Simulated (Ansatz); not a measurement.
# CH9ClN2Si2: a ladder of functionals and wavefunction methods

An exercise on one series of results from a longer session: the logs are not shown, and one member is left open.

The runs use Ansatz 0.2.0, Gaussian basis; functionals in def2-TZVPP, the program's frozen cores in correlated methods.

Levels to be run: PBE-D4, r2SCAN-D4, PBE0-D4, B3LYP-D4, ωB97X-V, ωB97M-V, B2PLYP; CCSD(T)/def2-TZVPP; MP2/def2-QZVPP; extrapolation to the limit.

### The geometry

An earlier PBE0-D4 in a triple-zeta def2 set relaxation fixed the geometry.

SMILES `N[SiH2]C[SiH](N)Cl`, 15 atoms, charge 0, spin multiplicity 1.

Atoms are counted from 1 here; the program's logs count them from 0.

Bond lengths: N1–Si2 1.735 Å, N1–H7 1.011 Å, N1–H8 1.009 Å, Si2–C3 1.875 Å, Si2–H9 1.488 Å, Si2–H10 1.490 Å, C3–Si4 1.852 Å, C3–H11 1.095 Å, C3–H12 1.094 Å, Si4–N5 1.699 Å, Si4–Cl6 2.096 Å, Si4–H13 1.481 Å, N5–H14 1.007 Å, N5–H15 1.011 Å. Angles: Si2–N1–H7 117.3°, Si2–N1–H8 116.9°, H7–N1–H8 109.8°, N1–Si2–C3 110.6°, N1–Si2–H9 105.5°, N1–Si2–H10 113.6°, C3–Si2–H9 110.6°, C3–Si2–H10 108.1°, H9–Si2–H10 108.5°, Si2–C3–Si4 113.9°, Si2–C3–H11 109.7°, Si2–C3–H12 108.6°, Si4–C3–H11 107.2°, Si4–C3–H12 109.4°, H11–C3–H12 108.0°, C3–Si4–N5 109.4°, C3–Si4–Cl6 105.8°, C3–Si4–H13 115.1° and more.

Set-up of the first run:

Input file in.yaml:

```yaml
crystal:
  periodic: [false, false, false]
  atoms:
    - {symbol: N, position_ang: [-0.815131, 1.264961, 1.094652]}
    - {symbol: Si, position_ang: [-1.481235, -0.287874, 0.701570]}
    - {symbol: C, position_ang: [-0.224218, -1.332101, -0.218408]}
    - {symbol: Si, position_ang: [1.032274, -0.343409, -1.153471]}
    - {symbol: N, position_ang: [2.057985, 0.447859, -0.054235]}
    - {symbol: Cl, position_ang: [-0.062575, 0.958986, -2.377280]}
    - {symbol: H, position_ang: [-0.782764, 1.955051, 0.357011]}
    - {symbol: H, position_ang: [-1.132722, 1.693819, 1.950582]}
    - {symbol: H, position_ang: [-1.827124, -0.912772, 2.006821]}
    - {symbol: H, position_ang: [-2.716686, -0.213336, -0.127770]}
    - {symbol: H, position_ang: [0.322553, -1.962025, 0.490928]}
    - {symbol: H, position_ang: [-0.758034, -1.989662, -0.911595]}
    - {symbol: H, position_ang: [1.865832, -1.120439, -2.098612]}
    - {symbol: H, position_ang: [2.905806, 0.892931, -0.365522]}
    - {symbol: H, position_ang: [1.616030, 0.948002, 0.705340]}
basis:
  gaussian: {orbitals: def2-TZVPP}
hamiltonian: {xc: pbe, dispersion: d4}
output: {forces: true, orbitals: {seedname: orbitals}}
```

On the command line:

```console
$ ansatz run in.yaml --threads 2 --pin off --events-out ev --progress --plain --max-ram 32768MiB --backend cuda --devices 0, --max-vram 18GiB
```

Steps of the session up to this table: PBE-D4 (GGA); r2SCAN-D4 (meta-GGA); PBE0-D4 (hybrid); B3LYP-D4 (hybrid); ωB97X-V (range-separated); ωB97M-V (range-separated); B2PLYP (double hybrid); CCSD(T) in def2-TZVPP; MP2 in def2-QZVPP.

One table of the session follows, with a row left open; its other results are not shown here.

It belongs to the step «Atomisation energies». 

| method | atomisation energy (kcal/mol) |
| --- | --- |
| PBE-D4 | 1264.9 |
| r2SCAN-D4 | 1251.5 |
| PBE0-D4 | 1249.8 |
| B3LYP-D4 | 1255.4 |
| ωB97X-V | ? |
| ωB97M-V | 1261.8 |
| B2PLYP | 1237.3 |
| HF/def2-TZVPP | 905.0 |
| MP2/def2-TZVPP | 1230.2 |
| CCSD/def2-TZVPP | 1200.7 |
| CCSD(T)/def2-TZVPP | 1217.6 |
| MP2/CBS | 1268.9 |
| CCSD(T)/CBS | 1256.3 |

Q: Estimate the row for ωB97X-V from the others.

The run gave: atomisation energy (kcal/mol): 1262.8. In the column «atomisation energy (kcal/mol)» it lies between ωB97M-V (1261.8) and PBE-D4 (1264.9).

Caveats from the session: Free atoms (2 N, 2 Si, 1 C, 1 Cl, 9 H) were run apart at each level; the atomisation energy is their sum less the molecule, without zero-point or spin-orbit terms.
